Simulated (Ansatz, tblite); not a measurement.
# The cluster In₂As₃: rung by rung

One table from this session's results is given with a row withheld; the runs are named, their logs left out.

Computed with Ansatz 0.2.0, Gaussian basis. Level: as each input shows.

Plan: GFN1-xTB, GFN2-xTB, PBE-D4/def2-TZVP, r2SCAN-D4/def2-TZVP, HF/def2-TZVP, r2SCAN0-D4/def2-TZVP, PBE-D4/def2-SVP, PBE0-D4/def2-SVP, PBE0-D4/def2-TZVPD, PBE-D4/def2-TZVPD, r2SCAN-D4/def2-TZVPD, MP2/def2-TZVP, RPA/def2-TZVP.

3 further runs of the same task are left out: 3 set aside as unsound or not needed.

### The relaxed structure

The doublet was relaxed beforehand with r2SCAN-D4/def2-SVP. At that level it is the lowest of the isomers that a small search found.

5 atoms, charge 0, spin multiplicity 2.

Bond lengths: In1–As3 2.861 Å, In1–As5 2.861 Å, In2–As3 2.861 Å, In2–As5 2.860 Å, As3–As4 2.397 Å, As3–As5 2.573 Å, As4–As5 2.397 Å. Angles: As3–In1–As5 53.4°, As3–In2–As5 53.4°, In1–As3–In2 126.3°, In1–As3–As4 78.2°, In1–As3–As5 63.3°, In2–As3–As4 78.2°, In2–As3–As5 63.3°, As4–As3–As5 57.5°, As3–As4–As5 64.9°, In1–As5–In2 126.3°, In1–As5–As3 63.3°, In1–As5–As4 78.2°, In2–As5–As3 63.3°, In2–As5–As4 78.2°, As3–As5–As4 57.5°.

In takes a core potential in the def2 sets. No spin-orbit coupling is included.

PBE0-D4/def2-TZVP was run before; its log isn't repeated, and its numbers join the tables.

Set-up of the first run:

Tight binding, by tblite at 300 K electronic temperature and without a spin-polarisation term:

```python
tblite.interface.Calculator('GFN1-xTB', numbers, positions, charge=0, uhf=1).singlepoint()
```

Tight binding, by tblite at 300 K electronic temperature and without a spin-polarisation term:

```python
tblite.interface.Calculator('GFN2-xTB', numbers, positions, charge=0, uhf=1).singlepoint()
```

start.molden holds the orbitals of an earlier run on this state, given as this run's starting guess.

The input, in.yaml:

```yaml
crystal:
  periodic: [false, false, false]
  atoms:
    - {symbol: In, position_ang: [-1.529788, -0.747168, 1.960542]}
    - {symbol: In, position_ang: [2.180698, 0.383378, -1.356483]}
    - {symbol: As, position_ang: [0.377856, 1.021492, 0.770767]}
    - {symbol: As, position_ang: [-1.131545, 0.632325, -1.050011]}
    - {symbol: As, position_ang: [0.102779, -1.290027, -0.324816]}
basis:
  gaussian: {orbitals: def2-TZVP, initial_orbitals: start.molden}
magnetization: {spin_polarized: true, initial_magnetization: 1}
hamiltonian: {xc: pbe, dispersion: d4}
scf: {omitted_lower_state_checks: [starts]}
output: {orbitals: {seedname: orbitals}}
```

Run with:

```
$ ansatz run in.yaml --threads 4 --pin off --events-out ev --progress --plain --max-ram 8704MiB
```

Among the steps run: PBE-D4/def2-TZVP; r2SCAN-D4/def2-TZVP; HF/def2-TZVP; r2SCAN0-D4/def2-TZVP; PBE-D4/def2-SVP; PBE0-D4/def2-SVP; PBE0-D4/def2-TZVPD; PBE-D4/def2-TZVPD; r2SCAN-D4/def2-TZVPD; MP2/def2-TZVP; RPA/def2-TZVP.

One of the session's tables, all rows but one given; the rest of the session is left out.

It belongs to the step «Binding energy». 

| level | binding an atom (eV) |
| --- | --- |
| HF/def2-TZVP | 0.827 |
| PBE-D4/def2-SVP | 2.390 |
| PBE-D4/def2-TZVP | 2.420 |
| PBE-D4/def2-TZVPD | ? |
| r2SCAN-D4/def2-TZVP | 2.276 |
| r2SCAN-D4/def2-TZVPD | 2.278 |
| PBE0-D4/def2-SVP | 2.221 |
| PBE0-D4/def2-TZVP | 2.261 |
| PBE0-D4/def2-TZVPD | 2.263 |
| r2SCAN0-D4/def2-TZVP | 2.155 |
| RPA/def2-TZVP | 2.030 |
| MP2/def2-TZVP | 2.203 |

Q: Estimate the row for PBE-D4/def2-TZVPD from the others.

**Answer.** binding an atom (eV): 2.422. In the column «binding an atom (eV)» it is the highest.

Caveats from the session: Free atoms were run apart at each level; binding is atoms less cluster, divided by the number of atoms, without zero-point or spin-orbit terms.
